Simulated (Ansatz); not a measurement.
# CH9GeNSi: one species, many methods

One table from this session's results is given with a row withheld; the runs are named, their logs left out.

Computed with Ansatz 0.2.0, Gaussian basis. Level: functionals in def2-TZVPP, the program's frozen cores in correlated methods.

The runs, in order: LDA (SPW92), PBE-D4, revPBE-D4, BLYP-D4, r2SCAN-D4, B97M-V, PBE0-D4, B3LYP-D4, r2SCANh-D4, r2SCAN0-D4, HSE06-D4, BHLYP-D4, CAM-B3LYP-D4, LC-ωPBE, ωB97X-V, ωB97M-V, B2PLYP, PBE-QIDH; CCSD(T)/def2-SVP; CCSD(T)/def2-TZVPP; MP2/def2-QZVPP; extrapolation to the limit; RPA on PBE.

**The relaxed structure**

All runs share one geometry, relaxed beforehand with PBE0-D4 in a triple-zeta def2 set.

SMILES `C[N]([SiH3])[GeH3]`, 13 atoms, charge 0, spin multiplicity 1.

Atoms are counted from 1 here; the program's logs count them from 0.

Bond lengths: C1–N2 1.456 Å, C1–H5 1.096 Å, C1–H6 1.095 Å, C1–H7 1.098 Å, N2–Si3 1.718 Å, N2–Ge4 1.840 Å, Si3–H8 1.485 Å, Si3–H9 1.490 Å, Si3–H10 1.494 Å, Ge4–H11 1.541 Å, Ge4–H12 1.533 Å, Ge4–H13 1.544 Å. Angles: N2–C1–H5 111.1°, N2–C1–H6 110.6°, N2–C1–H7 113.0°, H5–C1–H6 106.8°, H5–C1–H7 107.7°, H6–C1–H7 107.5°, C1–N2–Si3 118.3°, C1–N2–Ge4 115.9°, Si3–N2–Ge4 124.3°, N2–Si3–H8 108.2°, N2–Si3–H9 109.4°, N2–Si3–H10 113.7°, H8–Si3–H9 110.5°, H8–Si3–H10 108.3°, H9–Si3–H10 106.6°, N2–Ge4–H11 107.4°, N2–Ge4–H12 108.0°, N2–Ge4–H13 110.7° and more.

Set-up of the first run:

in.yaml

```yaml
crystal:
  periodic: [false, false, false]
  atoms:
    - {symbol: C, position_ang: [-0.351677, 1.233404, -0.816074]}
    - {symbol: N, position_ang: [-0.119223, 0.076627, 0.037090]}
    - {symbol: Si, position_ang: [0.601392, 0.331553, 1.576206]}
    - {symbol: Ge, position_ang: [-0.275831, -1.566778, -0.776597]}
    - {symbol: H, position_ang: [-1.241134, 1.090527, -1.439502]}
    - {symbol: H, position_ang: [-0.529546, 2.128353, -0.210551]}
    - {symbol: H, position_ang: [0.492604, 1.449524, -1.483765]}
    - {symbol: H, position_ang: [0.570604, -0.952657, 2.321663]}
    - {symbol: H, position_ang: [-0.159936, 1.380546, 2.311864]}
    - {symbol: H, position_ang: [2.018266, 0.800651, 1.506475]}
    - {symbol: H, position_ang: [-1.658528, -1.614942, -1.454336]}
    - {symbol: H, position_ang: [-0.135497, -2.646224, 0.303154]}
    - {symbol: H, position_ang: [0.809007, -1.745285, -1.860728]}
basis:
  gaussian: {orbitals: def2-TZVPP}
hamiltonian: {xc: lda}
output: {orbitals: {seedname: orbitals}}
```

The run is started by

```
$ ansatz run in.yaml --threads 4 --pin off --events-out ev --progress --plain --max-ram 10444MiB
```

Steps of the session up to this table: LDA; PBE-D4 (GGA); revPBE-D4 (GGA); BLYP-D4 (GGA); r2SCAN-D4 (meta-GGA); B97M-V (meta-GGA); PBE0-D4 (hybrid); B3LYP-D4 (hybrid); r2SCANh-D4 (hybrid); r2SCAN0-D4 (hybrid); HSE06-D4 (hybrid); BHLYP-D4 (hybrid); CAM-B3LYP-D4 (range-separated); LC-ωPBE (range-separated); ωB97X-V (range-separated); ωB97M-V (range-separated); B2PLYP (double hybrid); PBE-QIDH (double hybrid).

One of the session's tables, all rows but one given; the rest of the session is left out.

It belongs to the step «Frontier levels by functional». 

| functional | HOMO (eV) | gap (eV) |
| --- | --- | --- |
| LDA (SPW92) | -5.61 | 4.62 |
| PBE-D4 | -5.53 | 4.83 |
| revPBE-D4 | -5.50 | 4.93 |
| BLYP-D4 | -5.42 | 4.86 |
| r2SCAN-D4 | -5.79 | 5.44 |
| B97M-V | -5.99 | 5.40 |
| PBE0-D4 | -6.82 | 6.97 |
| B3LYP-D4 | -6.61 | 6.55 |
| r2SCANh-D4 | -6.27 | 6.21 |
| r2SCAN0-D4 | ? | ? |
| HSE06-D4 | -6.43 | 6.20 |
| BHLYP-D4 | -8.05 | 9.05 |
| CAM-B3LYP-D4 | -8.17 | 9.30 |
| LC-ωPBE | -9.50 | 11.82 |
| ωB97X-V | -9.19 | 11.32 |
| ωB97M-V | -9.10 | 10.93 |

Q: Estimate the row for r2SCAN0-D4 from the others.

Worked estimate for «HOMO (eV)». Against the share of exact exchange, r2SCAN-D4 (0, -5.79), r2SCANh-D4 (0.1, -6.27) give a slope of -4.80 per unit share; at 0.25 the line stands at -6.99.

**Answer.** HOMO (eV): -7.01; gap (eV): 7.36. In «HOMO (eV)» the line misses by +0.02.
